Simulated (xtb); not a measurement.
# singlet [Si2H3SF2]− at GFN2-xTB (ddCOSMO aniline)

Aim: a geometry optimisation of singlet [Si2H3SF2]−. 

Program for the calculation: xtb 6.7.1.

4 further runs of the same task are left out: 1 that didn't finish, 3 set aside as unsound or not needed.

## 1. The structure to begin with

[Si2H3SF2]−: 8 atoms, total charge -1, spin state singlet. SMILES of the parent species: `F[SiH](F)S[SiH2]`. Geometry: optimised at GFN2-xTB. This is one conformer, not always the lowest. The run starts from this shape.

Bond lengths: F1–Si2 1.597 Å, Si2–F3 1.597 Å, Si2–S4 2.114 Å, S4–Si5 2.173 Å, Si2–H6 1.432 Å, Si5–H7 1.455 Å, Si5–H8 1.452 Å. Angles: F1–Si2–F3 100.0°, F1–Si2–S4 110.8°, F3–Si2–S4 110.6°, Si2–S4–Si5 99.3°, F1–Si2–H6 110.6°, F3–Si2–H6 111.1°, S4–Si2–H6 113.0°, S4–Si5–H7 108.2°, S4–Si5–H8 104.0°, H7–Si5–H8 116.6°.

## 2. A structure relaxation at GFN2-xTB (ddCOSMO aniline)

Contents of geo.gen:

```
8 C
 F Si S H
   1  1     -0.10431000      2.00590000     -0.02469000
   2  2     -0.21557000      0.89956000      1.12148000
   3  1      1.32190000      0.77258000      1.53436000
   4  3     -0.92686000     -0.92841000      0.33403000
   5  2      0.47579000     -1.17319000     -1.30758000
   6  4     -1.00521000      1.38307000      2.21430000
   7  4     -0.01411000     -0.40458000     -2.44216000
   8  4      0.56057000     -2.61203000     -1.48564000
```

On the command line:

```bash
xtb geo.gen --opt lax --chrg -1 --cycles 50 --cosmo aniline --wbo > geo.out 2> xtb.err
```

Q: Predict the results. Wanted: total energy at the end; HOMO energy; LUMO energy; HOMO–LUMO gap; dispersion energy; solvent term in the energy; mean polarisability.

**Answer.** As computed:

Level: GFN2-xTB (ddCOSMO aniline).

| quantity | value |
| --- | --- |
| total energy at the end | -18.13697 Eh |
| HOMO energy | -8.53 eV |
| LUMO energy | -5.22 eV |
| HOMO–LUMO gap | 3.31 eV |
| dispersion energy | -18.17 kJ/mol |
| solvent term in the energy | -222.0 kJ/mol |
| mean polarisability (D4 model) | 81.2 bohr³ |

In words: At the final geometry: Bond lengths: F1–Si2 1.641 Å, Si2–F3 1.640 Å, Si2–S4 2.211 Å, Si2–Si5 2.317 Å, S4–Si5 2.254 Å, Si2–H6 1.492 Å, Si5–H7 1.470 Å, Si5–H8 1.470 Å. Some angles: F1–Si2–F3 105.2°, F1–Si2–S4 125.2°, F1–Si2–Si5 100.5°, F3–Si2–S4 127.5°, F3–Si2–Si5 100.7°, S4–Si2–Si5 59.7°, Si2–S4–Si5 62.5°, Si2–Si5–S4 57.8°, F1–Si2–H6 94.6°, F3–Si2–H6 94.5°. The optimisation took 26 steps and changed the energy by -0.838 eV. Bonds broke or formed on the way. Mulliken charges run from -0.81 on S4 to +0.55 on Si2.
